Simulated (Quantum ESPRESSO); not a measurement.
# SbSe2: zone-centre phonons under several settings

```
CELL_PARAMETERS angstrom
0.00000 3.57036 3.57036
3.57036 0.00000 3.57036
3.57036 3.57036 0.00000
ATOMIC_POSITIONS crystal
Sb 0.00000 0.00000 0.00000
Se 0.25000 0.25000 0.25000
Se 0.75000 0.75000 0.75000
```

The cell was built by a generator and needn't be a form met in nature.

All runs used Quantum ESPRESSO 7.5; potentials GBRV 1.5 PBE; given cell; no spin polarisation; cutoff 612 eV; occupations fermi-dirac, width 0.05 eV.

```tsv
level	k mesh (s: shifted)	pressure (GPa)	lowest optical mode without the field (cm⁻¹)	highest optical mode without the field (cm⁻¹)
PBE	2 × 2 × 2s	?	?	?
PBE	4 × 4 × 4s	-4.1	51i	99
```

What stands in the row left open?

Pressure -4.2 GPa; lowest optical mode without the field 77i cm⁻¹; highest optical mode without the field 57 cm⁻¹.

Values marked i are imaginary: the cell is unstable against those modes at that level, or the meshes are too thin.

Caveats: all runs use coarse meshes; the mesh is thin for the phonons of a metal; some modes are imaginary; the cell is more than 3 GPa from zero pressure, which shifts response properties.

For the row left open. Caveat: the k mesh is coarse (spacing up to 0.76 Å⁻¹), so the values aren't converged; the mesh is thin for the phonons of a metal; some modes are imaginary; the cell is more than 3 GPa from zero pressure, which shifts response properties.
